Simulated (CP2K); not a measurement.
HPbNO4:

```
CELL_PARAMETERS angstrom
4.12042 0.00000 0.00000
0.00263 6.42744 0.00000
0.00621 3.27160 7.72297
ATOMIC_POSITIONS crystal
H 0.90366 0.21821 0.48851
H 0.40337 0.78177 0.51142
Pb 0.39455 0.30863 0.70725
Pb 0.89489 0.69135 0.29266
N 0.63409 0.19990 0.20730
N 0.13386 0.80012 0.79275
O 0.90829 0.32866 0.54369
O 0.53792 0.39076 0.19497
O 0.53483 0.11279 0.10602
O 0.83718 0.08887 0.32672
O 0.40817 0.67132 0.45624
O 0.03774 0.60924 0.80520
O 0.03429 0.88737 0.89397
O 0.33716 0.91101 0.67330
```

The cell was built by a generator and needn't be a form met in nature.

Base run:

| Quantity | Value |
| --- | --- |
| Program | CP2K 2026.2 |
| Functional | PBE |
| Potentials or basis | POTENTIAL_UZH H GTH-PBE-q1, Pb GTH-PBE-q4, N GTH-PBE-q5, O GTH-PBE-q6; DZVP-MOLOPT-PBE-GTH basis |
| Density cutoff | 8163 eV |
| k mesh | 7 × 5 × 4 |
| Occupations | fermi-dirac, width 0.05 eV |
| Spin | no spin polarisation |

Its results: band gap on the k mesh 3.24 eV, indirect (least direct gap 3.33 eV); pressure 2.2 GPa.

**Question.** The run is repeated on the same cell with these changes: potentials or basis from POTENTIAL_UZH H GTH-PBE-q1, Pb GTH-PBE-q4, N GTH-PBE-q5, O GTH-PBE-q6; DZVP-MOLOPT-PBE-GTH basis to GTH_POTENTIALS H GTH-PBE-q1, Pb GTH-PBE-q4, N GTH-PBE-q5, O GTH-PBE-q6; DZVP-MOLOPT-SR-GTH basis; k mesh from 7 × 5 × 4 to 5 × 4 × 3. What comes out?

**Answer.** Band gap on the k mesh 3.33 eV, indirect (least direct gap 3.39 eV); pressure 1.0 GPa.

Caveats: spin-orbit coupling is left out, which as a rule narrows the gap of such compounds by several tenths of an eV; the basis of atomic orbitals isn't converged, which shifts pressures, moduli and gaps; an odd mesh through Γ misses points on the zone boundary, where band edges often lie (some runs).

Not every run made on this cell is shown here.
